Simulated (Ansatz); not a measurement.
# In2BiSb: the cost of one run

Computed with Ansatz 0.2.0 (DFT PBE, scalar-relativistic, plane waves, PAW, unless a step's input says otherwise).

2 further runs of the same task are left out: 2 that didn't finish.

## (1) The system as given

Symmetry: P3m1, No. 156, trigonal system. The conventional cell has a = 4.865 Å, b = 4.865 Å, c = 19.000 Å, α = 90.00°, β = 90.00°, γ = 120.00°. In (site symmetry 3m) has 3 Bi at 3.01 Å and 1 Sb at 3.12 Å as nearest neighbours. In (site symmetry 3m) is surrounded by 3 Sb at 2.97 Å and 1 Bi at 3.23 Å. Sb (site symmetry 3m) is surrounded by 4 In at 2.97 to 3.12 Å. Bi (site symmetry 3m) is surrounded by 4 In at 3.01 to 3.23 Å.

As a file:

```cif
data_structure
_symmetry_space_group_name_H-M 'P 1'
_symmetry_Int_Tables_number 1
_cell_length_a 4.8654
_cell_length_b 4.8654
_cell_length_c 19.0000
_cell_angle_alpha 90.000
_cell_angle_beta 90.000
_cell_angle_gamma 120.000
_cell_volume 389.52
loop_
_atom_site_label
_atom_site_type_symbol
_atom_site_fract_x
_atom_site_fract_y
_atom_site_fract_z
_atom_site_occupancy
In1 In 0.33333 0.66667 0.55387 1
In2 In 0.66667 0.33333 0.44044 1
Sb1 Sb 0.33333 0.66667 0.38965 1
Bi1 Bi 0.66667 0.33333 0.61035 1
```

A structure generator made this guess: Janus sheet modelled on a layer of CdP, with In on the Cd sites and Sb on the P sites. Its size is a rough estimate.

Only a and b are periodic; c spans vacuum, so the box's volume, pressure and space group aren't properties of the sheet.

## (2) A first look at the guess

Contents of input.yaml:

```yaml
crystal:
  lattice:
    - [4.86542417, 0.0, 0.0]
    - [-2.43271209, 4.21358133, 0.0]
    - [0.0, 0.0, 19.0]
  atoms:
    - { symbol: In, position: [0.33333333, 0.66666667, 0.5538731] }
    - { symbol: In, position: [0.66666667, 0.33333333, 0.44044269] }
    - { symbol: Sb, position: [0.33333333, 0.66666667, 0.3896517] }
    - { symbol: Bi, position: [0.66666667, 0.33333333, 0.6103483] }
  periodic: [true, true, false]
basis:
  ecutwfc: 420
kpoints:
  mp_grid: { grid: [6, 6, 1] }
hamiltonian:
  xc: pbe
scf:
  occupations: { method: gaussian, width: 0.1 }
  lower_state_search: "off"
output:
  forces: true
  stress: true
  eigenvalues: true
```

Command:

```
> ansatz run input.yaml --threads 1 --pin off --max-ram 2560MiB --backend cpu --events-out ev --progress --plain --runs-dir out
```

**Question.** How long does this run take on 1 thread of Arm Neoverse N1, shared host, and how much memory does it need?

About 24 s, with a peak of 0.69 GiB.
